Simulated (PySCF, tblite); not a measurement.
**C2H9BrO2Si3: geometry, infrared bands and NMR shifts**

Wanted: the infrared bands and NMR shifts of C2H9BrO2Si3 (`O=CO[SiH2]C([SiH3])([SiH3])Br`), by calculation.

The runs use tblite 0.8.0 and PySCF 2.14.0, with density-fitted response routines of our own; the level of theory stands in each step. All values are computed, except where a source is named. Atoms are numbered from 0 throughout.

## Step 1: The molecule as given

17 atoms, charge 0, multiplicity 1; geometry from: force field or distance geometry start.

Bonds of the start (Å): O0–C1 1.27, C1–O2 1.35, O2–Si3 1.75, Si3–C4 1.89, C4–Si5 1.87, C4–Si6 1.85, C4–Br7 1.94, C1–H8 1.11, Si3–H9 1.44, Si3–H10 1.47, Si5–H11 1.48, Si5–H12 1.46, Si5–H13 1.47, Si6–H14 1.48, Si6–H15 1.48, Si6–H16 1.46.

## Step 2: Relaxing the molecule with GFN2-xTB

What the job is given:

```
{"job": {"kind": "relax", "xc": "GFN2-xTB", "basis": "xTB"}, "charge": 0, "multiplicity": 1}
O      3.752300    -0.843300    -0.340000
C      3.082000    -1.173600     0.692000
O      1.855000    -0.659400     0.938000
Si     1.002200     0.481500    -0.074300
C     -0.826600     0.171900     0.293700
Si    -1.786000     1.754700     0.024800
Si    -1.478800    -1.256400    -0.693400
Br    -0.849000    -0.323600     2.171600
H      3.550800    -1.893600     1.392700
H      1.307900     0.363300    -1.472000
H      1.250100     1.872800     0.340300
H     -1.182700     2.389500    -1.168000
H     -3.185700     1.402500    -0.166400
H     -1.550800     2.628000     1.178100
H     -0.560200    -1.526300    -1.816700
H     -1.571300    -2.477100     0.136700
H     -2.815900    -0.898700    -1.148100
```

On the command line:

```bash
OMP_NUM_THREADS=1 python probes_run.py task.json out
```

This one command runs all jobs of the session in turn.

**Question.** This job is followed by: GFN2-xTB harmonic vibrations, gas phase; GIAO PBE0/pcSseg-1 NMR shielding, non-relativistic, gas phase. What will the session give for the following? strongest single infrared mode (GFN2-xTB); zero-point energy (GFN2-xTB); ¹³C shifts against TMS (PBE0/pcSseg-1); ¹H shifts against TMS (PBE0/pcSseg-1, means over atoms taken as alike); ¹⁷O shifts against H2O (PBE0/pcSseg-1); ²⁹Si shifts against TMS (PBE0/pcSseg-1, means over atoms taken as alike); ⁷⁹Br shifts against HBr (PBE0/pcSseg-1).

The runs gave:

| quantity | value |
| --- | --- |
| strongest single infrared mode (GFN2-xTB) | 779 cm⁻¹, 604 km/mol |
| zero-point energy (GFN2-xTB) | 59.8 kcal/mol |
| ¹³C shifts against TMS (PBE0/pcSseg-1) | 166.3, 18.5 ppm |
| ¹H shifts against TMS (PBE0/pcSseg-1, means over atoms taken as alike) | 8.09, 5.30, 4.32 ppm |
| ¹⁷O shifts against H2O (PBE0/pcSseg-1) | 464.2, 207.1 ppm |
| ²⁹Si shifts against TMS (PBE0/pcSseg-1, means over atoms taken as alike) | -12.7, -61.8 ppm |
| ⁷⁹Br shifts against HBr (PBE0/pcSseg-1) | 501 ppm |

In words: Over 102 steps the energy fell by 0.908 eV; of the close pairs, O0–C1 changed most, 1.274 to 1.194 Å. All 45 modes are real, so the xTB geometry is a minimum. The strongest single mode, at 779 cm⁻¹, has its largest shares on H14, H16, H13 and H12 (the list is cut at 4 atoms). GFN2-xTB is a fitted tight-binding method: band positions and strengths are rough. Its intensities can rank the bands wrongly. C4 stands next to heavy halogen, whose spin-orbit shielding this run leaves out, so the computed shift lies too far downfield, most of all for carbon beside Br or I. At PBE0/pcSseg-1: The largest span, 1336 ppm, is at Br7, where the paramagnetic term is -1005 ppm. Spin-orbit coupling is left out, which matters for shieldings and couplings at and beside the heavy atoms.
